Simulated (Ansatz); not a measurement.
# HfO2: a single-point run

The task is a single-point run on HfO2. The structure is shown as the input types it.

Program: Ansatz 0.2.0. Level of theory: density functional or hybrid calculation with the settings of its input, plane waves (as first typed). These are calculated values, not measurements.

4 further runs of the same task are left out: 4 that didn't finish.

## (1) Starting point

The structure is cubic, space group Fm-3m (No. 225). The conventional cell has a = 5.058 Å, b = 5.058 Å, c = 5.058 Å, α = 90.00°, β = 90.00°, γ = 90.00°. Hf (site symmetry m-3m) has 8 O at 2.19 Å as nearest neighbours. O (site symmetry -43m) is surrounded by 4 Hf at 2.19 Å.

Coordinates:

```cif
data_structure
_symmetry_space_group_name_H-M 'P 1'
_symmetry_Int_Tables_number 1
_cell_length_a 3.5768
_cell_length_b 3.5768
_cell_length_c 3.5768
_cell_angle_alpha 60.000
_cell_angle_beta 60.000
_cell_angle_gamma 60.000
_cell_volume 32.36
loop_
_atom_site_label
_atom_site_type_symbol
_atom_site_fract_x
_atom_site_fract_y
_atom_site_fract_z
_atom_site_occupancy
Hf1 Hf 0.00000 0.00000 0.00000 1
O1 O 0.25000 0.25000 0.25000 1
O2 O 0.75000 0.75000 0.75000 1
```

## (2) The calculation

Input file input.yaml:

```yaml
crystal:
  lattice:
    - [0.0, 2.5291823181, 2.5291823181]
    - [2.5291823181, 0.0, 2.5291823181]
    - [2.5291823181, 2.5291823181, 0.0]
  atoms:
    - { symbol: Hf, position: [0.0, 0.0, 0.0] }
    - { symbol: O, position: [0.25, 0.25, 0.25] }
    - { symbol: O, position: [0.75, 0.75, 0.75] }
kpoints:
  mp_grid: { grid: [6, 6, 6] }
hamiltonian:
  xc: r2scan
scf:
  occupations: { method: fixed }
  n_extra_bands: 4
  max_iter: 54
output:
  forces: true
  stress: true
  eigenvalues: true
basis:
  ecutrho_ratio: 1
```

Launch:

```console
ansatz run input.yaml --threads 4 --pin off --max-ram 3686MiB --backend cpu --events-out ev --progress --plain --runs-dir out
```

**Question.** How will this run end, and is anything wrong with its input?

The program finished normally, with warnings (cutoff below recommended). Its log warns: «basis.ecutrho_ratio = 1 (ecutrho = 500 eV) is below the records' recommended 2000 eV»

Look at the input: basis.ecutrho_ratio is 1. The density cutoff must be at least four times the energy cutoff of the waves.

The test: delete basis.ecutrho_ratio (the default then holds).
